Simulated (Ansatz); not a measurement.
**C7HN: harmonic frequencies at the relaxed geometry**

At which frequencies does C7HN vibrate? A script is to give harmonic frequencies at the relaxed geometry; the system is C7HN. SMILES: C#CC#CC#CC#N.

Program: Ansatz 0.2.0 through its Python package. Level of theory: Hartree-Fock/6-31G*. These are calculated values, not measurements.

### 1 The system

Bond lengths: C1–C2 1.200 Å, C2–C3 1.540 Å, C3–C4 1.200 Å, C4–C5 1.540 Å, C5–C6 1.200 Å, C6–C7 1.540 Å, C7–N8 1.160 Å, C1–H9 1.065 Å. Angles: C1–C2–C3 180.0°, C2–C1–H9 180.0°, C2–C3–C4 180.0°, C3–C4–C5 180.0°, C4–C5–C6 180.0°, C5–C6–C7 180.0°, C6–C7–N8 180.0°.

No structure file is read: the coordinates are typed or built in the script.

### 2 Script

File freq_c7hn.py:

```python
import itertools

import ansatz as az
from ase import Atoms
from ase.data import atomic_numbers, covalent_radii
from ase.thermochemistry import IdealGasThermo
import numpy as np

atoms = Atoms(["C", "C", "C", "C", "C", "C", "C", "N", "H"], positions=[
    (-3.9398, -0.291, -0.9524),
    (-2.7764, -0.2051, -0.6712),
    (-1.2834, -0.0948, -0.3103),
    (-0.12, -0.0089, -0.029),
    (1.3728, 0.1014, 0.3319),
    (2.5363, 0.1874, 0.6131),
    (4.0292, 0.2976, 0.974),
    (5.1538, 0.3807, 1.2459),
    (-4.9724, -0.3673, -1.202),
])
geometry = az.Crystal.molecule_from_ase(atoms)

job = (
    geometry.calculation()
    .basis(gaussian="6-31G*")
    .functional("HF")
    .scf(lower_state_search="off")
)
symbols = [site.symbol for site in geometry.cartesian_sites]
start = np.array([site.position_ang for site in geometry.cartesian_sites], dtype=float)
summary = job.relax(force_tolerance=0.003).run(threads=1, pin="off").report
end = np.array(summary["positions_ang"])

radius = [covalent_radii[atomic_numbers[s]] for s in symbols]
span = lambda where, i, j: np.linalg.norm(where[i] - where[j])
bonded = [(i, j) for i, j in itertools.combinations(range(len(symbols)), 2) if min(span(start, i, j), span(end, i, j)) < 1.2 * (radius[i] + radius[j])]
print("pair        before    after (A)")
for i, j in bonded:
    print(f"{symbols[i]}{i}-{symbols[j]}{j}".ljust(10), f"{span(start, i, j):8.4f} {span(end, i, j):8.4f}")
for first, second in list(itertools.combinations(bonded, 2)):
    shared = set(first) & set(second)
    if shared and symbols[(j := shared.pop())] != "H":
        i, k = sorted((set(first) | set(second)) - {j})
        u, v = end[i] - end[j], end[k] - end[j]
        angle = np.degrees(np.arccos(np.clip(u @ v / np.linalg.norm(u) / np.linalg.norm(v), -1, 1)))
        print(f"final angle {symbols[i]}{i}-{symbols[j]}{j}-{symbols[k]}{k}: {angle:.2f} deg")

minimum = az.Crystal.molecule()
for symbol, place in zip(symbols, end):
    minimum = minimum.atom(symbol, place.tolist())
vibrating = minimum.calculation()
vibrating = vibrating.basis(gaussian="6-31G*")
vibrating = vibrating.functional("HF")
vibrating = vibrating.scf(lower_state_search="off")
vibrating = vibrating.phonons(temperatures=(100, 500, 100))
vib = vibrating.run(threads=1, pin="off").report["vibrations"]
sums = vib["harmonic_sums"]
modes = [m["omega_inv_cm"] for m in sums["modes_at_gamma"] if m["rigid_motion"] == "no"]
print("frequencies (1/cm):", " ".join(f"{w:.0f}" for w in modes))
print("imaginary modes:", sum(w < 0 for w in modes), " zero-point energy:", round(sums["zero_point_energy_ev"], 4), "eV")
gas = IdealGasThermo(vib_energies=[w / 8065.544 for w in modes if w > 0], geometry="linear" if len(modes) == 3 * len(symbols) - 5 else "nonlinear",
                     atoms=Atoms(symbols, positions=end), symmetrynumber=1, spin=0.0)
print(f"H(298 K) - E = {gas.get_enthalpy(298.15, verbose=False):.4f} eV")
print(f"S(298 K, 1 bar) = {96485.33 * gas.get_entropy(298.15, 1e5, verbose=False):.1f} J/(mol K) with symmetry number 1")
```

### 3 Running it

Started as:

```bash
> python freq_c7hn.py
```

Without the output at hand: what should come out? Wanted: moves of the relaxation of run 1; energy gained in run 1; last largest force component of run 1; highest frequency; imaginary modes; zero-point energy.

The runs gave:

| quantity | value |
| --- | --- |
| runs compared | 2 |
| moves of the relaxation of run 1 | 6 |
| energy gained in run 1 | 1.482 eV |
| last largest force component of run 1 | 0.0015 eV/Å |
| highest frequency | 3660 cm⁻¹ |
| imaginary modes | 0 |
| zero-point energy | 1.473 eV |

What this shows: In CPU time, run 2 (phonons) cost about 7.5 times as much as run 1 (relaxation). Run 1: The relaxation took 6 moves; the largest shift is 0.295 Å, of atom 8 (N). All frequencies are real, so the geometry is a minimum. The values are harmonic; measured fundamentals also hold anharmonic shifts, mostly downward for stretches. What to keep in mind:
- The frequencies are harmonic and unscaled, in a modest basis.
- The entropy takes a symmetry number of 1; a symmetric molecule's is lower by R ln(sigma).
